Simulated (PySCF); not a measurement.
# AsOF: a search over shapes

Aim: find the stationary points of AsOF from bent and linear starts in the singlet state, tell minima from saddle points, and describe the lowest.

Computed with PySCF 2.14.0. Level: PBE0, basis As def2-TZVP, O def2-TZVP, F def2-TZVP, no relativity, density fitting.

## Step 1: Where the work starts

3 atoms, charge 0, spin multiplicity 1.

Bond lengths: As1–O2 1.710 Å, As1–F3 1.850 Å. Angles: O2–As1–F3 110.0°.

Coordinates in bohr (charge 0 multiplicity 1):
```
As   -0.1098    0.0000   -0.6163
O    -2.7567    0.0000    1.2371
F     2.7539    0.0000    1.3889
```

## Step 2: Relaxation: bent start, singlet

One driver script runs all steps and calls PySCF; scf.py shows how it sets up the SCF of each step. The optimiser is the driver's own. Before each start the driver seeks the lowest SCF state from one or more starting densities and follows internal instabilities, so scf.py alone need not reach the same state.

The program finds Cs symmetry in the start, which this walk keeps. The walk stops when the largest gradient is under 0.0003 Eh/bohr and the energy has settled too.

Contents of scf.py:

```python
from pyscf import gto, scf, dft
mol = gto.M(atom='''
As    -0.058100     0.000000    -0.326134
O     -1.458800     0.000000     0.654666
F      1.457300     0.000000     0.734966''',
    basis={'As': 'def2-TZVP', 'O': 'def2-TZVP', 'F': 'def2-TZVP'},
    charge=0, spin=0)
mf = dft.RKS(mol, xc='PBE0')
mf.grids.atom_grid = (50, 194)
aux = {'As': 'def2-universal-JKFIT', 'O': 'def2-universal-JKFIT', 'F': 'def2-universal-JKFIT'}
mf = mf.density_fit(auxbasis=aux)
mf.kernel()
```

Steps of the walk:

```tsv
step	energy (Eh)	change (kJ/mol)	largest symmetric gradient (Eh/bohr)
0	-2410.571273	0.00	0.07840
1	-2410.584110	-33.70	0.05042
2	-2410.587080	-41.50	0.01537
3	-2410.587496	-42.59	0.00346
4	-2410.587515	-42.64	0.00243
5	-2410.587524	-42.67	0.00006
```

The walk ran for 5.6 s (4 threads, shared host).

Positions (Å) and forces (eV/Å) along the way:

```
step 0
As  -0.058   0.000  -0.326  -2.142   0.000   3.574
O   -1.459   0.000   0.655   4.030   0.000  -2.533
F    1.457   0.000   0.735  -1.888   0.000  -1.041
step 1
As  -0.081   0.000  -0.279   2.597   0.000  -2.309
O   -1.336   0.000   0.625  -2.436   0.000   2.099
F    1.358   0.000   0.717  -0.161   0.000   0.210
step 3
As  -0.060   0.000  -0.314  -0.171   0.000   0.020
O   -1.336   0.000   0.652   0.175   0.000  -0.089
F    1.337   0.000   0.726  -0.004   0.000   0.070
step 5
As  -0.062   0.000  -0.319   0.005   0.000  -0.002
O   -1.329   0.000   0.654  -0.004   0.000  -0.015
F    1.331   0.000   0.728  -0.001   0.000   0.017
```

After 5 steps and 42.7 kJ/mol it ends at Cs: As–F 1.743 Å, As–O 1.597 Å; F–As–O 105.6°.

## Step 3: Hessian and properties

The point is checked on the finer grid, and tightened if its gradient asks for it. The Hessian and the dipole derivatives come from central differences of analytic gradients, with steps of 0.01 bohr.

scf.py: that of step 2 with these lines changed.

```diff
@@ -3,3 +3,3 @@
-As    -0.058100     0.000000    -0.326134
-O     -1.458800     0.000000     0.654666
-F      1.457300     0.000000     0.734966''',
+As    -0.056651     0.000000    -0.321478
+O     -1.324896     0.000000     0.649454
+F      1.338574     0.000000     0.724329''',
@@ -9 +9 @@
-mf.grids.atom_grid = (50, 194)
+mf.grids.atom_grid = (75, 302)
```

The driver hands on the density of the step before, so the log starts near convergence.

SCF at the final geometry:

```text
init E= -2410.58755284639
  HOMO = -0.333493330176841  LUMO = -0.122886211642779  gap/eV = 5.73091
cycle= 1 E= -2410.58755284639  delta_E= 1.82e-12  |g|= 8.56e-06  |ddm|= 6.72e-06
  HOMO = -0.333491626178283  LUMO = -0.122886132859207  gap/eV = 5.73087
Extra cycle  E= -2410.5875528463  delta_E= 9.09e-11  |g|= 2.23e-05  |ddm|= 1.6e-05
converged SCF energy = -2410.5875528463
```

The whole step took 20 s.

Geometry: Cs; As–F 1.744 Å, As–O 1.597 Å; F–As–O 105.7°.

Harmonic modes (main isotopes):

```
symmetry  ω (cm⁻¹)  IR (km/mol)     type
      a'       315         18.5     bend
      a'       670          132  stretch
      a'      1068         61.2  stretch
```

Every mode is real; the point is a minimum.

Constants and moments:

```
Dipole moment                                                   : 2.92 D
Highest occupied level                                          : -9.07 eV
Lowest empty level                                              : -3.34 eV
Rotational constants                                            : 0.7166, 0.2663, 0.1942 cm⁻¹
Zero-point energy                                               : 12.3 kJ/mol
Principal polarisabilities                                      : 21.0, 25.7, 33.2 bohr³
Atomisation energy without zero-point energy                    : 929 kJ/mol
Principal traceless quadrupole moments about the centre of mass : -6.13, 0.65, 5.48 D Å
Entropy at 298.15 K and 1 bar                                   : 272.2 J/(mol K)
Heat capacity Cp at 298.15 K                                    : 45.1 J/(mol K)
Enthalpy at 298.15 K above 0 K                                  : 11.37 kJ/mol
Rotational symmetry number                                      : 1
```

Charges (e) and bond orders:

| atom | Mulliken | Löwdin | polar tensor | Mayer order to As1 |
| --- | --- | --- | --- | --- |
| As1 | 0.81 | 0.54 | 1.18 | – |
| O2 | -0.46 | -0.33 | -0.56 | 2.05 |
| F3 | -0.34 | -0.21 | -0.62 | 0.92 |

Mulliken populations on As1: s 7.89, p 13.90, d 10.32, f 0.08.

## Step 4: Linear start, singlet: relaxation

The program finds C∞v symmetry in the start, which this walk keeps.

scf.py: that of step 3 with these lines changed.

```diff
@@ -3,3 +3,3 @@
-As    -0.056651     0.000000    -0.321478
-O     -1.324896     0.000000     0.649454
-F      1.338574     0.000000     0.724329''',
+As     0.000000     0.000000    -0.070925
+O      0.000000     0.000000    -1.780925
+F      0.000000     0.000000     1.779075''',
@@ -9 +9 @@
-mf.grids.atom_grid = (75, 302)
+mf.grids.atom_grid = (50, 194)
```

Energy and gradient, step by step:

```tsv
step	energy (Eh)	change (kJ/mol)	largest symmetric gradient (Eh/bohr)
0	-2410.501225	0.00	0.07666
1	-2410.507171	-15.61	0.03604
2	-2410.508356	-18.72	0.01011
3	-2410.508446	-18.96	0.00137
4	-2410.508448	-18.96	0.00005
```

The walk took 4.6 s.

Positions (Å) and forces (eV/Å) along the way:

```
step 0
As   0.000   0.000  -0.071   0.000   0.000  -3.942
O    0.000   0.000  -1.781   0.000   0.000   3.470
F    0.000   0.000   1.779   0.000   0.000   0.472
step 1
As   0.000   0.000  -0.124   0.000   0.000   1.379
O    0.000   0.000  -1.706   0.000   0.000  -1.853
F    0.000   0.000   1.757   0.000   0.000   0.475
step 2
As   0.000   0.000  -0.116   0.000   0.000  -0.520
O    0.000   0.000  -1.739   0.000   0.000   0.446
F    0.000   0.000   1.782   0.000   0.000   0.074
step 3
As   0.000   0.000  -0.121   0.000   0.000  -0.071
O    0.000   0.000  -1.736   0.000   0.000   0.049
F    0.000   0.000   1.784   0.000   0.000   0.021
step 4
As   0.000   0.000  -0.122   0.000   0.000   0.000
O    0.000   0.000  -1.736   0.000   0.000  -0.003
F    0.000   0.000   1.785   0.000   0.000   0.003
```

It settles in C∞v symmetry, 19.0 kJ/mol below the start, after 4 steps: As–F 1.906 Å, As–O 1.614 Å; F–As–O 180.0°.

## Step 5: Is it a minimum? Harmonic modes

As before: finer grid, then central differences.

scf.py: that of step 4 with these lines changed.

```diff
@@ -3,3 +3,3 @@
-As     0.000000     0.000000    -0.070925
-O      0.000000     0.000000    -1.780925
-F      0.000000     0.000000     1.779075''',
+As     0.000000    -0.000000    -0.094758
+O      0.000000    -0.000000    -1.708565
+F     -0.000000     0.000000     1.811776''',
@@ -9 +9 @@
-mf.grids.atom_grid = (50, 194)
+mf.grids.atom_grid = (75, 302)
```

SCF at the final geometry:

```text
init E= -2410.50843147265
  HOMO = -0.300203944114344  LUMO = -0.139705951726236  gap/eV = 4.36737
cycle= 1 E= -2410.50843147259  delta_E= 6e-11  |g|= 1.72e-05  |ddm|= 1.19e-05
  HOMO = -0.300203347351172  LUMO = -0.139705150343828  gap/eV = 4.36738
cycle= 2 E= -2410.50843147195  delta_E= 6.42e-10  |g|= 5.91e-05  |ddm|= 4.13e-05
  HOMO = -0.300203747019701  LUMO = -0.13970572610004  gap/eV = 4.36737
cycle= 3 E= -2410.50843147266  delta_E= -7.06e-10  |g|= 6.91e-07  |ddm|= 3.2e-05
  HOMO = -0.300203786829584  LUMO = -0.139705749044227  gap/eV = 4.36737
cycle= 4 E= -2410.50843147266  delta_E= -1.82e-12  |g|= 1.01e-07  |ddm|= 3.7e-07
  HOMO = -0.300203769060523  LUMO = -0.13970574853992  gap/eV = 4.36737
Extra cycle  E= -2410.50843147266  delta_E=    0  |g|= 2.26e-07  |ddm|= 1.53e-07
converged SCF energy = -2410.50843147266
```

The whole step took 13 s.

Geometry: C∞v; As–F 1.907 Å, As–O 1.614 Å; F–As–O 180.0°.

Harmonic modes (main isotopes):

```json
{"symmetry": "π", "ω (cm⁻¹)": "332i", "IR (km/mol)": "7.9", "μ (u)": "22.42"}
{"symmetry": "σ+", "ω (cm⁻¹)": "475", "IR (km/mol)": "151", "μ (u)": "21.32"}
{"symmetry": "σ+", "ω (cm⁻¹)": "1011", "IR (km/mol)": "117", "μ (u)": "18.41"}
```

2 modes are imaginary, the largest at 332i cm⁻¹: a saddle point, not a minimum.

Properties at this point:

```
Dipole moment                                                   : 0.65 D
Highest occupied level                                          : -8.17 eV
Lowest empty level                                              : -3.80 eV
Rotational constants                                            : 0.1536 cm⁻¹
Zero-point energy (real modes)                                  : 8.9 kJ/mol
Principal polarisabilities                                      : 22.6, 22.6, 45.0 bohr³
Atomisation energy without zero-point energy                    : 721 kJ/mol
Principal traceless quadrupole moments about the centre of mass : -13.55, 6.77, 6.77 D Å
```

Populations by atom (charges in e):

```csv
atom,Mulliken,Löwdin,polar tensor,Mayer order to As1
As1,0.82,0.69,1.06,–
O2,-0.39,-0.31,-0.43,2.09
F3,-0.43,-0.37,-0.63,0.76
```

Mulliken populations on As1: s 8.06, p 13.71, d 10.36, f 0.05.

## Step 6: Downhill along the imaginary mode

The start is the last point, displaced along its most imaginary mode.

The program finds Cs symmetry in the start, which this walk keeps. The walk stops when the largest gradient is under 0.0003 Eh/bohr and the energy has settled too.

scf.py: that of step 5 with these lines changed.

```diff
@@ -3,3 +3,3 @@
-As     0.000000    -0.000000    -0.094758
-O      0.000000    -0.000000    -1.708565
-F     -0.000000     0.000000     1.811776''',
+As     0.000512     0.047301    -0.094695
+O     -0.001300    -0.119993    -1.708502
+F     -0.000926    -0.085512     1.811839''',
@@ -9 +9 @@
-mf.grids.atom_grid = (75, 302)
+mf.grids.atom_grid = (50, 194)
```

Steps of the walk:

```tsv
step	energy (Eh)	change (kJ/mol)	largest symmetric gradient (Eh/bohr)
0	-2410.512179	0.00	0.02426
1	-2410.529403	-45.22	0.03840
2	-2410.552797	-106.64	0.07126
3	-2410.575209	-165.49	0.06317
4	-2410.584046	-188.69	0.05458
5	-2410.587042	-196.55	0.01624
6	-2410.587432	-197.58	0.00293
7	-2410.587462	-197.66	0.00110
8	-2410.587465	-197.67	0.00003
```

The walk ran for 8.7 s (4 threads, shared host).

It settles in Cs symmetry, 197.7 kJ/mol below the start, after 8 steps: As–F 1.744 Å, As–O 1.597 Å; F–As–O 105.6°.

## Step 7: All stationary points

| spin | group | bonds | imaginary modes (cm⁻¹) | ΔE (kJ/mol) | with zero-point energy |
| --- | --- | --- | --- | --- | --- |
| singlet | Cs | As–F 1.744 Å, As–O 1.597 Å | none | 0.0 | 0.0 |
| singlet | C∞v | As–F 1.907 Å, As–O 1.614 Å | 332i, 332i | 207.7 | – |

## Step 8: What came out

| quantity | value |
| --- | --- |
| lowest minimum | singlet, Cs |
| geometry | As–F 1.744 Å, As–O 1.597 Å; F–As–O 105.7° |
| wavenumbers (cm⁻¹) | 315 (a'), 670 (a'), 1068 (a') |
| dipole moment | 2.92 D |
| highest occupied, lowest empty level | -9.07, -3.34 eV |
| polar-tensor charge of As1 | +1.18 e |
| zero-point energy | 12.3 kJ/mol |
| entropy at 298.15 K | 272.2 J/(mol K) |
| atomisation energy (no zero-point energy) | 929 kJ/mol |

The lowest minimum found is the singlet of Cs symmetry. In the infrared the band at 670 cm⁻¹ (a', stretch) leads. A search over typed starts can miss a lower isomer.

The search up to here took 53 s.
